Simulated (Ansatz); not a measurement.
CH7NSSi2, SMILES [SiH3][SiH]1NCS1, a single point in a Gaussian basis

Run with the Python package of Ansatz (0.2.0).

`ch7nssi2.py`:
```python
"""Single point of CH7NSSi2 in a Gaussian basis."""

import warnings

import ansatz as az
import numpy as np

warnings.simplefilter("ignore", az.DeckWarning)

system = (
    az.Crystal.molecule()
    .atom("Si", (-1.3488, 0.8382, 1.1821))
    .atom("Si", (0.1783, 0.8626, -0.4845))
    .atom("N", (1.4235, -0.2447, -0.348))
    .atom("C", (0.9114, -1.4218, -0.9672))
    .atom("S", (-0.1948, -0.4225, -2.12))
    .atom("H", (-0.8468, 1.5224, 2.404))
    .atom("H", (-2.5928, 1.6362, 0.7781))
    .atom("H", (-1.7503, -0.4919, 1.5209))
    .atom("H", (0.7305, 2.194, -0.8605))
    .atom("H", (1.747, -0.3898, 0.6507))
    .atom("H", (1.5458, -2.0796, -1.4575))
    .atom("H", (0.2739, -2.0583, -0.264))
)

setup = system.calculation().basis(gaussian="6-31G*").functional("pbe").forces()
trace = []
result = setup.session().plan().execute(on_event=trace.append)
report = result.report
for event in trace:
    if event["event"] == "mean_field_evaluation" and event["data"]["evaluation"] <= 25:
        print("pass {evaluation:3d}  E = {energy_ev:.6f} eV  gradient {gradient_ev:.1e}".format(**event["data"]))

print(f"E = {report['free_energy_ev']:.6f} eV = {report['free_energy_ev'] / 27.211386246:.7f} Ha")
print("converged:", report["converged"], " doubts:", report["published_state_doubts"] or "none")

field = report["mean_field"]
print("<S^2> =", round(abs(field["state"]["spin_squared"]), 4), " relativity:", field["relativity"])
print("passes:", field["passes"])
if "symmetry" in field:
    print("occupied orbitals by irrep:", field["symmetry"]["occupied"])

symbols = [site.symbol for site in system.cartesian_sites]
forces = np.array(report["forces_ev_ang"])
print("largest force", round(float(np.linalg.norm(forces, axis=1).max()), 4), "eV/A, rms", round(float(np.sqrt((forces ** 2).mean())), 4))

charges = report["charge_distribution"]
print("dipole moment", round(4.803205 * float(np.linalg.norm(charges["dipole_moment_e_ang"])), 3), "D")
print("Mulliken:", [(s, round(q, 3)) for s, q in zip(symbols, charges["mulliken_charges_e"])])
```

```console
$ python ch7nssi2.py
pass   1  E = -29205.496209 eV  gradient 6.0e+01
pass   2  E = -29146.245777 eV  gradient 1.4e+02
pass   3  E = -29211.793420 eV  gradient 2.4e+01
pass   4  E = -29213.365867 eV  gradient 8.8e+00
pass   5  E = -29213.534095 eV  gradient 4.7e+00
pass   6  E = -29213.603439 eV  gradient 1.5e+00
pass   7  E = -29213.610029 eV  gradient 3.5e-01
pass   8  E = -29213.610350 eV  gradient 1.0e-01
pass   9  E = -29213.609711 eV  gradient 1.0e-01
pass  10  E = -29213.609736 eV  gradient 3.1e-02
pass  11  E = -29213.498574 eV  gradient 3.0e-01
pass  12  E = -29213.498743 eV  gradient 5.8e-02
pass  13  E = -29213.498750 eV  gradient 1.5e-02
pass  14  E = -29213.498751 eV  gradient 3.0e-03
pass  15  E = -29213.498751 eV  gradient 8.6e-04
pass  16  E = -29213.498750 eV  gradient 2.8e-03
pass  17  E = -29213.498750 eV  gradient 3.2e-04
pass  18  E = -29213.498750 eV  gradient 1.8e-04
pass  19  E = -29213.498750 eV  gradient 3.1e-05
pass  20  E = -29213.498750 eV  gradient 3.1e-05
E = -29213.498788 eV = -1073.5762789 Ha
converged: True  doubts: none
<S^2> = 0.0  relativity: none
passes: {'evaluations': 18, 'products': 12}
occupied orbitals by irrep: [{'A': 32}, {'A': 32}]
largest force 5.3105 eV/A, rms 1.3649
dipole moment 2.451 D
Mulliken: [('Si', 0.008), ('Si', 0.396), ('N', -0.578), ('C', -0.3), ('S', -0.126), ('H', -0.022), ('H', -0.024), ('H', -0.0), ('H', -0.025), ('H', 0.293), ('H', 0.212), ('H', 0.165)]
```

Total energies depend on the basis set; only differences at equal settings carry meaning. The geometry is a force-field or estimated start, not a minimum of this method, and the basis set is short of its limit. Early passes use coarser integrals and grids, so their energies can't be compared with the last. Hardware and time: 5.3 s on 1 thread of Arm Neoverse V1, on a shared host, peak memory 0.21 GiB.

(Lines on the test bed's own set-up are left out of the output.)
